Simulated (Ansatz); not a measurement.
# Sn: the cost of one run

Program: the Python package of Ansatz 0.2.0. The levels of theory stand in the script. These are calculated values, not measurements.

## Step 1: The system

It takes space group I4_1/amd (No. 141, tetragonal). Conventional cell: a = 5.839 Å, b = 5.839 Å, c = 3.188 Å, α = 90.00°, β = 90.00°, γ = 90.00°. Sn (site symmetry -4m2) is surrounded by 6 Sn at 3.03 to 3.19 Å.

The script holds or builds the structure itself.

## Step 2: Script

The input, sn.py:

```python
import ansatz as az
import numpy as np

config = {
    'functional': 'pbe',
    'kgrid': (10, 10, 10),
    'filling': 'fermi_dirac',
    'smearing_width': 0.1,
}


def count_gap(report):
    # lowest empty less highest filled band, counting bands; zero where they overlap
    return max(report.get('gap_by_band_count_ev') or 0.0, 0.0)


def main() -> None:
    sn = (
        az.Lattice.from_parameters(4.425928, 4.425928, 4.425928, alpha=97.45086, beta=97.45086, gamma=137.78668)
        .atom('Sn', [0.0, 0.0, 0.0])
        .atom('Sn', [0.75, 0.25, 0.5])
    )

    setup = sn.calculation()
    setup = setup.functional(config['functional']).kpoints(*config['kgrid'])
    setup = setup.occupations(config['filling'], width=config['smearing_width']).stress()
    setup = setup.forces().band_table()
    variants = {
        'PAW': setup.pseudopotentials('paw'),
        'LAPW': setup.pseudopotentials('all_electron', lapw=True),
    }
    rows = []
    for label, variant in variants.items():
        r = variant.run(threads=1).report
        levels = np.array(r['eigenvalues_ev'][0]) - r['fermi_energy_ev']
        print(label, 'levels at the first k-point near E_F:', np.round(levels[np.abs(levels) < 5], 3))
        rows.append((label, r['n_electrons'], np.trace(r['stress_gpa']) / 3, count_gap(r)))
    print('     treatment  electrons in bands           P GPa  gap by band count eV')
    for row in rows:
        print(f'{str(row[0]):>14s}  {row[1]:18.1f}  {row[2]:14.3f}  {row[3]:20.3f}')


if __name__ == '__main__':
    main()
```

## Step 3: What the engine is handed

The engine receives this input (first run):

```yaml
crystal:
  lattice:
    a: 4.425928
    b: 4.425928
    c: 4.425928
    alpha: 97.45086
    beta: 97.45086
    gamma: 137.78668
  atoms:
    - { symbol: Sn, position: [0.0, 0.0, 0.0] }
    - { symbol: Sn, position: [0.75, 0.25, 0.5] }
kpoints:
  mp_grid:
    grid: [10, 10, 10]
hamiltonian:
  xc: pbe
  pseudopotentials:
    kind: paw
scf:
  occupations:
    method: fermi_dirac
    width: 0.1
output:
  forces: true
  stress: true
  eigenvalues: true
```

## Step 4: Launch

The run is started by

```sh
$ python sn.py
```

Q: Estimate wall time and peak memory on 1 thread of Intel Xeon Platinum 8259CL at 2.50GHz (Skylake/Cascade Lake), shared host.

About 51 s, with a peak of 0.68 GiB.
